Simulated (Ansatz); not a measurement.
# GaH5N2O: small, medium and large basis sets

How large a basis does GaH5N2O need? Two functionals are run in growing sets.

The runs use Ansatz 0.2.0, Gaussian basis; one geometry, several basis sets.

The runs, in order: PBE0-D4/def2-SVP; ωB97M-V/def2-SVP; PBE0-D4/def2-QZVPP; ωB97M-V/def2-QZVPP; the functionals' def2-TZVPP values are taken from earlier runs.

### 1 The geometry

An earlier PBE0-D4 in a triple-zeta def2 set relaxation fixed the geometry.

SMILES `[NH2][Ga]([NH2])[OH]`, 9 atoms, charge 0, spin multiplicity 1.

Atoms are counted from 1 here; the program's logs count them from 0.

Bond lengths: N1–Ga2 1.814 Å, N1–H5 1.007 Å, N1–H6 1.006 Å, Ga2–N3 1.821 Å, Ga2–O4 1.788 Å, N3–H7 1.006 Å, N3–H8 1.007 Å, O4–H9 0.958 Å. Angles: Ga2–N1–H5 118.9°, Ga2–N1–H6 121.1°, H5–N1–H6 111.0°, N1–Ga2–N3 123.6°, N1–Ga2–O4 115.3°, N3–Ga2–O4 121.0°, Ga2–N3–H7 120.7°, Ga2–N3–H8 120.4°, H7–N3–H8 110.6°, Ga2–O4–H9 114.4°.

### 2 PBE0-D4 in def2-SVP

The input, in.yaml:

```yaml
crystal:
  periodic: [false, false, false]
  atoms:
    - {symbol: N, position_ang: [0.039745, 1.555321, -0.880885]}
    - {symbol: Ga, position_ang: [0.239400, 0.005564, 0.039909]}
    - {symbol: N, position_ang: [-1.139454, -1.113283, 0.441867]}
    - {symbol: O, position_ang: [1.911729, -0.372254, 0.548953]}
    - {symbol: H, position_ang: [0.781798, 2.235273, -0.855350]}
    - {symbol: H, position_ang: [-0.857858, 2.003099, -0.957039]}
    - {symbol: H, position_ang: [-0.965004, -2.069477, 0.703013]}
    - {symbol: H, position_ang: [-2.017480, -1.034175, -0.044237]}
    - {symbol: H, position_ang: [2.007124, -1.210078, 1.003768]}
basis:
  gaussian: {orbitals: def2-SVP}
hamiltonian: {xc: pbe0, dispersion: d4}
output: {orbitals: {seedname: orbitals}}
```

Command:

```bash
> ansatz run in.yaml --threads 4 --pin off --events-out ev --progress --plain --max-ram 10444MiB
```

The runs that follow: ωB97M-V in def2-SVP; PBE0-D4 in def2-QZVPP; ωB97M-V in def2-QZVPP.

Before running them: what should the planned runs give, taken together? Wanted: PBE0-D4: double and triple zeta above quadruple; ωB97M-V: double and triple zeta above quadruple.

The runs gave:

| quantity | value |
| --- | --- |
| PBE0-D4: double and triple zeta above quadruple | 14.73, 1.54 eV |
| ωB97M-V: double and triple zeta above quadruple | 14.84, 1.48 eV |

What this shows: For PBE0-D4 the step from double to triple zeta gains 13.19 eV and the next only 1.54 eV. Total energies overstate the basis error of differences, where much of it tends to cancel. The LUMO of ωB97M-V is positive and keeps falling with the basis (1.94 to 1.04 eV): an unbound level that the basis holds in place.
